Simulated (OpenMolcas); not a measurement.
# Ru²⁺ among point charges: CASSCF and CASPT2 levels and susceptibility

How does a field of 2 point charges split the states of Ru²⁺, and what χT follows?

Program: OpenMolcas 26.06. Level of theory: state-averaged CASSCF and CASPT2, spin-orbit coupling by RASSI with atomic mean-field integrals. These are calculated values, not measurements, unless marked.

### 1 What is computed

| Item | Value |
| --- | --- |
| Species | Ru²⁺ (ruthenium, Z = 44, 42 electrons) |
| Basis | ANO-RCC-VDZP [6s5p3d1f], 43 functions |
| Scalar Hamiltonian | DKH2, point nucleus |
| Inactive shells | 1s 2s 2p 3s 3p 3d 4s 4p |
| Active space | 6 electrons in 5 orbitals (4d) |
| Some configurations of this space | 4d6 |
| Orbitals | optimised for each spin and parity, averaged over all roots |

Outer shells as boxes (Hund's rule):

4d6
```
4d [↑↓][↑ ][↑ ][↑ ][↑ ]
```

The ion sits among 2 point charges of -1.5 e arranged as a linear pair (D∞h), 1.86 Å from the ion.

Each step is its own input file, run in one work folder so that later steps find the files of earlier ones. Labels, J, g values, rates, χT and fits are worked out afterwards by a script from the matrices that RASSI stores. The input lists half of the charges; inversion (Group=XYZ) makes the rest.

### 2 One- and two-electron integrals

a.inp reads:

```
&GATEWAY
Coord
1

Ru 0.0 0.0 0.0
Basis=ANO-RCC-VDZP
Group=XYZ
NoMove
AngMom=0.0 0.0 0.0
AMFI
XField
1 Angstrom 0
0.000000 0.000000 1.860000 -1.500000
&SEWARD
```

Launch:

```console
$ OMP_NUM_THREADS=1 MOLCAS_MEM=1689 MOLCAS_PROJECT=a pymolcas a.inp > a.log
```

Standard output:

```text
Basis set label: RU.ANO-RCC...6S5P3D1F.

      Electronic valence basis set:
      ------------------
      Associated Effective Charge  44.000000 au
      Associated Actual Charge     44.000000 au
      Nuclear Model: Point charge

      Shell  nPrim  nBasis  Cartesian Spherical Contaminant
         s      21       6        X
         p      18       5        X
         d      13       3                 X
         f       6       1                 X
                  Relativistic Douglas-Kroll-Hess integrals:
                    - DKH order of Hamiltonian: 2
                    - DKH order of Properties : 0
                  Atomic mean-field integrals
```

### 3 Reference wave functions, quintets of even parity, 5 roots

a.inp reads:

```
&RASSCF
FileOrb=start.orb
Symmetry=1
Spin=5
nActEl=6 0 0
Inactive=9 9
Ras2=5 0
CIRoot=5 5 1
SDav=5
CIMx=300
Iter=120 100
PrWF=0.3
OrbListing=Nothing
MaxOrb=0
>>> COPY $Project.JobIph JOB001
```

Launch:

```console
$ OMP_NUM_THREADS=1 MOLCAS_MEM=1689 MOLCAS_PROJECT=a pymolcas a.inp > a.log
```

start.orb holds the contracted functions of the basis, ordered by shell, or the orbitals of the step before.

Standard output, shortened:

```text
[...]
      Number of active orbitals                  5
[...]
      Spin quantum number                      2.0
[...]
      Active orbitals                            5   0
[...]
      Number of CSFs                             5
      Number of root(s) required                 5
[...]
      Convergence after 10 iterations
[...]
      Natural orbitals and occupation numbers for root  1
      sym 1:   2.000000   1.000000   1.000000   1.000000   1.000000
      Natural orbitals and occupation numbers for root  2
      sym 1:   1.000000   1.000000   1.000000   2.000000   1.000000
      Natural orbitals and occupation numbers for root  3
      sym 1:   1.000000   1.000000   1.000000   2.000000   1.000000
::    RASSCF root number  1 Total energy:  -4528.35998975
::    RASSCF root number  2 Total energy:  -4528.35998975
::    RASSCF root number  3 Total energy:  -4528.30831629
::    RASSCF root number  4 Total energy:  -4528.30831629
::    RASSCF root number  5 Total energy:  -4528.29920388
```

### 4 CASSCF: triplets of even parity, 45 roots

a.inp reads:

```
&RASSCF
FileOrb=start.orb
Symmetry=1
Spin=3
nActEl=6 0 0
Inactive=9 9
Ras2=5 0
CIRoot=45 45 1
SDav=45
CIMx=300
Iter=120 100
PrWF=0.3
OrbListing=Nothing
MaxOrb=0
>>> COPY $Project.JobIph JOB002
```

Launch:

```console
$ OMP_NUM_THREADS=1 MOLCAS_MEM=1689 MOLCAS_PROJECT=a pymolcas a.inp > a.log
```

Standard output, shortened:

```text
[...]
      Number of active orbitals                  5
[...]
      Spin quantum number                      1.0
[...]
      Active orbitals                            5   0
[...]
      Number of CSFs                            45
      Number of root(s) required                45
[...]
      Convergence after  9 iterations
[...]
      Natural orbitals and occupation numbers for root  1
      sym 1:   1.791125   1.068893   0.279965   1.791125   1.068893
      Natural orbitals and occupation numbers for root  2
      sym 1:   1.470088   1.460751   0.138323   1.470088   1.460751
      Natural orbitals and occupation numbers for root  3
      sym 1:   1.470088   1.460751   0.138323   1.470088   1.460751
::    RASSCF root number  1 Total energy:  -4528.30351410
::    RASSCF root number  2 Total energy:  -4528.29178681
::    RASSCF root number  3 Total energy:  -4528.29178681
[...]
::    RASSCF root number 27 Total energy:  -4528.21575447
::    RASSCF root number 28 Total energy:  -4528.21575447
::    RASSCF root number 29 Total energy:  -4528.21115801
::    RASSCF root number 30 Total energy:  -4528.21115801
```

### 5 Reference wave functions, singlets of even parity, 50 roots

a.inp reads:

```
&RASSCF
FileOrb=start.orb
Symmetry=1
Spin=1
nActEl=6 0 0
Inactive=9 9
Ras2=5 0
CIRoot=50 50 1
SDav=50
CIMx=300
Iter=120 100
PrWF=0.3
OrbListing=Nothing
MaxOrb=0
>>> COPY $Project.JobIph JOB003
```

Launch:

```console
$ OMP_NUM_THREADS=1 MOLCAS_MEM=1689 MOLCAS_PROJECT=a pymolcas a.inp > a.log
```

Standard output, shortened:

```text
[...]
      Number of active orbitals                  5
[...]
      Spin quantum number                      0.0
[...]
      Active orbitals                            5   0
[...]
      Number of CSFs                            50
      Number of root(s) required                50
[...]
      Convergence after  7 iterations
[...]
      Natural orbitals and occupation numbers for root  1
      sym 1:   1.680263   1.680263   0.530399   1.054537   1.054538
      Natural orbitals and occupation numbers for root  2
      sym 1:   1.790306   1.853851   0.340252   1.007796   1.007796
      Natural orbitals and occupation numbers for root  3
      sym 1:   1.790306   1.853851   0.340252   1.007796   1.007796
::    RASSCF root number  1 Total energy:  -4528.25995082
::    RASSCF root number  2 Total energy:  -4528.25613824
::    RASSCF root number  3 Total energy:  -4528.25613824
[...]
::    RASSCF root number 27 Total energy:  -4528.18445571
::    RASSCF root number 28 Total energy:  -4528.18433255
::    RASSCF root number 29 Total energy:  -4528.17042480
::    RASSCF root number 30 Total energy:  -4528.16395509
```

### 6 RASSI: spin-orbit coupling between the states

a.inp reads:

```
&RASSI
NrOfJobIphs=3 5 45 50
1 2 3 4 5
1 2 3 4 5 6 7 8 9 10 11 12 13 14 15 16 17 18 19 20 21 22 23 24 25 26 27
28 29 30 31 32 33 34 35 36 37 38 39 40 41 42 43 44 45
1 2 3 4 5 6 7 8 9 10 11 12 13 14 15 16 17 18 19 20 21 22 23 24 25 26 27
28 29 30 31 32 33 34 35 36 37 38 39 40 41 42 43 44 45 46 47 48 49 50
IphNames
JOB001
JOB002
JOB003
EJob
SpinOrbit
DIPRint=1.0
SOCoupling=1000.0
Subsets=2
Property=9
'ANGMOM' 1 'ANGMOM' 2 'ANGMOM' 3 'MLTPL  1' 1 'MLTPL  1' 2 'MLTPL  1' 3
'AMFI' 1 'AMFI' 2 'AMFI' 3
SOProperty=3
'ANGMOM' 1 'ANGMOM' 2 'ANGMOM' 3
```

Standard output, shortened:

```text
SPIN-FREE ENERGIES:
  (Shifted by EMIN (a.u.) =      -4528.3599897481)
 SF State       Relative EMIN(au)   Rel lowest level(eV)    D:o, cm**(-1)      L_eff
     1             0.0000000000        0.0000000000              0.0000         2.0
     2             0.0000000000        0.0000000000              0.0000         2.0
     3             0.0516734552        1.4061063482          11341.0125         1.9
     4             0.0516734552        1.4061063482          11341.0125         1.9
     6             0.0564756501        1.5367807291          12394.9725         3.2
     5             0.0607858694        1.6540677697          13340.9563         1.8
     7             0.0682029354        1.8558964184          14968.8141         3.8
     8             0.0682029354        1.8558964184          14968.8141         3.8
     9             0.0734202865        1.9978677754          16113.8903         4.2
    10             0.0734202865        1.9978677754          16113.8903         4.2
[...]
Eigenvalues of complex Hamiltonian:
   -----------------------------------
  (Shifted by EMIN (a.u.) =      -4528.3599897481)
 SO State       Relative EMIN(au)   Rel lowest level(eV)    D:o, cm**(-1)     J-value
     1            -0.0055713390        0.0000000000              0.0000         1.6
     2            -0.0055713390        0.0000000000              0.0000         1.6
     3            -0.0031731281        0.0652586432            526.3465         2.3
     4            -0.0031731281        0.0652586432            526.3465         2.3
     5            -0.0008715313        0.1278882834           1031.4886         2.5
     6            -0.0008715313        0.1278882835           1031.4886         2.5
     7             0.0013414513        0.1881066054           1517.1821         2.3
     8             0.0013414513        0.1881066054           1517.1821         2.3
     9             0.0034508110        0.2455052072           1980.1330         1.7
    10             0.0034945237        0.2466946923           1989.7269         1.7
    11             0.0482248722        1.4638694804          11806.9036         2.0
[...]
```

These steps took 25 s in all on 1 thread of Arm Neoverse V1, shared host.

Spin-free states, with their symmetry labels:

| state | degeneracy | E (cm-1) | free-ion L (%) |
| --- | --- | --- | --- |
| 5Delta | 2 | 0 | D (100) |
| 5Pi | 2 | 11341 | D (100) |
| 3Sigma | 1 | 12395 | H (38) |
| 5Sigma | 1 | 13341 | D (100) |
| 3Phi | 2 | 14969 | G (42) |
| 3Pi | 2 | 16114 | H (67) |
| 3Delta | 2 | 16447 | H (54) |
| 3Gamma | 2 | 18683 | G (53) |
| 3Pi | 2 | 18910 | D (38) |
| 3Sigma | 1 | 20146 | P (60) |
| 1Sigma | 1 | 21956 | I (58) |
| 1Delta | 2 | 22793 | I (39) |
| 1Pi | 2 | 22910 | I (73) |
| 3Delta | 2 | 23340 | F (61) |
| 3Sigma | 1 | 23611 | G (53) |
| 3Phi | 2 | 24054 | H (53) |
| 1Delta | 2 | 26246 | I (36) |
| 3Pi | 2 | 26742 | G (47) |
| 1Pi | 2 | 27109 | D (45) |
| 3Delta | 2 | 27160 | G (50) |
| 1Phi | 2 | 27567 | I (82) |
| 3Sigma | 1 | 28363 | F (73) |
| 3H | 2 | 28444 | H (100) |
| 1Sigma | 1 | 28737 | D (39) |

With spin-orbit coupling:

| E (cm-1) | Degeneracy | 2S+1 | g |
| --- | --- | --- | --- |
| 0.0 | 2 | 5 | 0.00 0.00 11.99 |
| 526.3 | 2 | 5 | 0.00 0.00 8.00 |
| 1031 | 2 | 5 | 0.00 0.00 4.01 |
| 1517 | 2 | 5 | 0.00 0.00 0.01 |
| 1980 | 1 | 5 |  |
| 1990 | 1 | 5 |  |
| 11807 | 2 | 5 | 0.00 0.00 9.95 |
| 11928 | 2 | 5 | 0.00 0.00 6.11 |
| 12030 | 2 | 5 | 0.00 0.00 2.65 |
| 12078 | 1 | 5 |  |
| 12688 | 1 | 5 |  |
| 12745 | 2 | 5 | 0.00 0.00 5.37 |
| 12929 | 1 | 3 |  |
| 13227 | 2 | 3 | 0.00 0.00 3.89 |
| 14501 | 2 | 5 | 0.00 0.00 7.81 |
| 14643 | 2 | 3 | 0.00 0.00 9.97 |
| 14917 | 2 | 5 | 0.00 0.00 3.98 |
| 14992 | 1 | 5 |  |
| 16044 | 2 | 3 | 0.00 0.00 6.00 |
| 16558 | 2 | 3 | 0.00 0.00 8.01 |
| 16839 | 2 | 3 | 0.00 0.00 5.40 |
| 16979 | 1 | 3 |  |
| 17125 | 2 | 3 | 0.00 0.00 1.96 |
| 17336 | 1 | 3 |  |

The table of states holds 24 of 58 computed; the rest, higher up, is left out. Principal g values are given for doublets only; a zero marks a field direction without first-order Zeeman splitting.

Powder χT (cm³ K/mol): 4.50 at 2 K, 4.51 at 5 K, 4.52 at 10 K, 4.55 at 20 K, 4.63 at 50 K, 4.77 at 100 K, 4.90 at 150 K, 4.99 at 200 K, 5.05 at 250 K, 5.09 at 300 K.

(Part 1 of 2 ends here.)
